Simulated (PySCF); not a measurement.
**SeClF₂−, cut into parts across a bond: interaction energy**

One table from this session's results is given with a row withheld; the runs are named, their logs left out.

Programs: PySCF 2.14.0. All values are calculated, for the isolated system unless a continuum is named. Atoms count from 0, parts from 1.

### Starting point

4 atoms, charge -1, multiplicity 1; geometry: GFN2-xTB. Parts: 1 = atoms 0–2, `F[Se]F`, charge 0; 2 = atom 3, `[Cl-]`, charge -1. In the given geometry Se1 and Cl3 of different parts are bonded (2.37 Å), so values for the parts refer to these atom groups.

The first run:

The job: settings as JSON, then the geometry in Å.

```
{"job": {"xc": "PBE0", "basis": "def2-TZVPD", "d3": "d3bj", "grid": 3, "kind": "geom", "shake": 0.01}, "charge": -1, "multiplicity": 1, "parts": [{"atoms": "0-2", "charge": 0, "multiplicity": 1}, {"atoms": "3-3", "charge": -1, "multiplicity": 1}]}
F      1.303567    -0.201232    -0.013336
Se    -0.076600     1.047771    -0.209071
F     -1.255498    -0.535230     0.073107
Cl     1.641289     2.650185    -0.506871
```

Run with:

```bash
OMP_NUM_THREADS=1 python cluster_run.py task.json out
```

The driver reads the jobs from task.json and runs them one after another.

Among the steps run: Geometry optimisation at PBE0-D3(BJ)/def2-TZVPD; Coupled-cluster interaction energy: CCSD(T) and MP2, 2.46 Å; Coupled-cluster interaction energy: CCSD(T) and MP2, 2.58 Å; Coupled-cluster interaction energy: CCSD(T) and MP2, 2.71 Å; Coupled-cluster interaction energy: CCSD(T) and MP2, 2.34 Å; Coupled-cluster interaction energy: CCSD(T) and MP2, 3.08 Å; Coupled-cluster interaction energy: CCSD(T) and MP2, 2.22 Å; Coupled-cluster interaction energy: CCSD(T) and MP2, 3.69 Å; Coupled-cluster interaction energy: CCSD(T) and MP2, 4.92 Å.

One table of the session follows, with a row left open; its other results are not shown here.

It belongs to the step «Coupled-cluster interaction energy: CCSD(T) and MP2, 4.92 Å». 

```
                 method  interaction energy (kcal/mol)
         HF/aug-cc-pVDZ                          -8.61
        MP2/aug-cc-pVDZ                          -7.97
       CCSD/aug-cc-pVDZ                          -8.03
    CCSD(T)/aug-cc-pVDZ                          -7.92
         HF/aug-cc-pVQZ                              ?
        MP2/aug-cc-pVQZ                          -7.96
    SCS-MP2/aug-cc-pVQZ                          -7.90
      MP2, extrapolated                          -7.97
CCSD(T), limit estimate                          -7.93
```

**Question.** Estimate the row for HF/aug-cc-pVQZ.

The run gave: interaction energy (kcal/mol): -8.58. In the column «interaction energy (kcal/mol)» it lies between HF/aug-cc-pVDZ (-8.61) and CCSD/aug-cc-pVDZ (-8.03).
